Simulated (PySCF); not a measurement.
**[Hg(H2O)2]2+: other functionals and bases at one geometry**

An exercise on one series of results from a longer session: the logs are not shown, and one member is left open.

Computed with PySCF 2.14.0. Level: several levels, as the steps say, no spin–orbit coupling.

1 further run of the same task is left out (for a known fault of the program).

### Where the work starts

7 atoms, charge 2, spin multiplicity 1.

Bond lengths: Hg1–O2 2.047 Å, Hg1–O5 2.047 Å, O2–H3 0.981 Å, O2–H4 0.981 Å, O5–H6 0.981 Å, O5–H7 0.981 Å. Angles: O2–Hg1–O5 180.0°, Hg1–O2–H3 124.7°, Hg1–O2–H4 124.7°, H3–O2–H4 110.5°, Hg1–O5–H6 124.7°, Hg1–O5–H7 124.7°, H6–O5–H7 110.5°.

Coordinates:

| atom | x (Å) | y (Å) | z (Å) |
| --- | --- | --- | --- |
| Hg1 | 0.0000 | 0.0000 | 0.0000 |
| O2 | 0.0000 | 0.0000 | 2.0472 |
| H3 | 0.5698 | 0.5698 | 2.6058 |
| H4 | -0.5698 | -0.5698 | 2.6058 |
| O5 | 0.0000 | 0.0000 | -2.0472 |
| H6 | 0.5698 | -0.5698 | -2.6058 |
| H7 | -0.5698 | 0.5698 | -2.6058 |

Formal oxidation states: Hg +2. An earlier session relaxed this geometry at PBE0, Hg def2-SVP with ECP60, O def2-SVP, H def2-SVP (singlet, point group D2d).

At PBE0 on the finer grid: E = -305.302272 Eh, HOMO -21.86 eV, LUMO -14.32 eV, Mulliken charge on Hg1 +1.24 e, largest force component 0.007 eV/Å. 

Levels to run: CAM-B3LYP; r2SCAN; PBE0, TZVP. Hardware: 2 threads of AMD EPYC 9B45 (Zen 5), shared host.

The first run:

The input, run.py (the lines that set the calculation):

```python
mol = gto.M(atom='''
Hg     0.00000     0.00000     0.00000
O      0.00000     0.00000     2.04723
H      0.56981     0.56981     2.60584
H     -0.56981    -0.56981     2.60584
O      0.00000     0.00000    -2.04723
H      0.56981    -0.56981    -2.60584
H     -0.56981     0.56981    -2.60584''',
    basis={'Hg': 'def2-SVP', 'O': 'def2-SVP', 'H': 'def2-SVP'},
    ecp={'Hg': 'def2-SVP'},
    charge=2, spin=0)
mf = dft.RKS(mol, xc='CAMB3LYP')
mf.grids.atom_grid = (75, 302)
mf = mf.density_fit()  # fitting sets: Hg def2-universal-JKFIT, O def2-universal-JKFIT, H def2-universal-JKFIT
mf.conv_tol = 1e-08; mf.max_cycle = 55
mf.kernel(dm0)  # dm0: the density of the relaxed state
```

The run is started by

```bash
$ OMP_NUM_THREADS=2 python run.py
```

Steps of the session up to this table: CAM-B3LYP; r2SCAN; PBE0, TZVP.

One table of the session follows, with a row left open; its other results are not shown here.

```
              level  HOMO (eV)  gap (eV)  charge on Hg1 (e)  largest force component (eV/Å)
PBE0 (relaxed here)     -21.86      7.54               1.24                            0.01
          CAM-B3LYP          ?         ?                  ?                               ?
             r2SCAN     -20.42      5.17               1.23                            0.14
         PBE0, TZVP     -21.89      7.56               1.32                            0.20
```

**Question.** Estimate the row for CAM-B3LYP.

The run gave: HOMO (eV): -23.37; gap (eV): 10.22; charge on Hg1 (e): 1.22; largest force component (eV/Å): 0.18. In the column «HOMO (eV)» it is the lowest.

In one basis the HOMO–LUMO gap runs from 5.17 eV (r2SCAN) to 10.22 eV (CAM-B3LYP). The largest leftover force, 0.20 eV/Å with PBE0, TZVP, stands at a geometry relaxed at another level. Total energies of different levels can't be compared.
